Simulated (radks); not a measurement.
# Excited configurations of Tc³⁺

The task here is to estimate one member of a computed series from the others.

The numbers are computed with radks (a radial shooting solver on a logarithmic mesh, Libxc functionals) version 1 (Dirac Kohn-Sham, PBE, spin-unpolarised, spherical densities, finite nucleus; open shells fill j = l - 1/2 first), except any that are marked as measured or tabulated.

## What is computed

```
element            : technetium (Z = 43)
charge             : +3
electrons          : 40
configuration      : [Kr] 4d4
nuclear rms radius : 4.4112 fm
```

Set-up of the first run:

Input:

```text
Z 43
configuration [Kr] 4d4
relativity Dirac
functional pbe,pbe
spin unpolarised
j_filling energy
nucleus finite rms 4.4112 fm
c 137.035999084
```

Launch:

```console
> python run_ks.py task.json out
```

The same process makes all the runs of this session.

Steps of the session up to this table: Ground configuration: [Kr] 4d4.

One of the session's tables, all rows but one given; the rest of the session is left out.

It belongs to the step «Ground configuration: [Kr] 4d4». From the orbitals of this run (lengths in bohr):

| level | <r> | outermost maximum (interpolated) | 90 % within | nodes |
| --- | --- | --- | --- | --- |
| 3p3/2 | 0.4196 | 0.369 | 0.633 | 1 |
| 3d3/2 | 0.3969 | 0.310 | 0.633 | 0 |
| 3d5/2 | 0.4004 | 0.313 | 0.638 | 0 |
| 4s1/2 | 1.052 | 0.948 | 1.53 | 3 |
| 4p1/2 | 1.139 | 1.00 | 1.68 | 2 |
| 4p3/2 | 1.167 | 1.03 | 1.72 | 2 |
| 4d3/2 | ? | ? | ? | ? |
| 4d5/2 | 1.525 | 1.24 | 2.36 | 1 |

Estimate the missing values for 4d3/2.

The run gave: <r>: 1.513; outermost maximum (interpolated): 1.23; 90 % within: 2.34; nodes: 1. In the column «<r>» it lies between 4p3/2 (1.167) and 4d5/2 (1.525).

To keep in mind: Spin polarisation and multiplet splitting are left out, so open shells lie too high by an amount that depends on their filling.
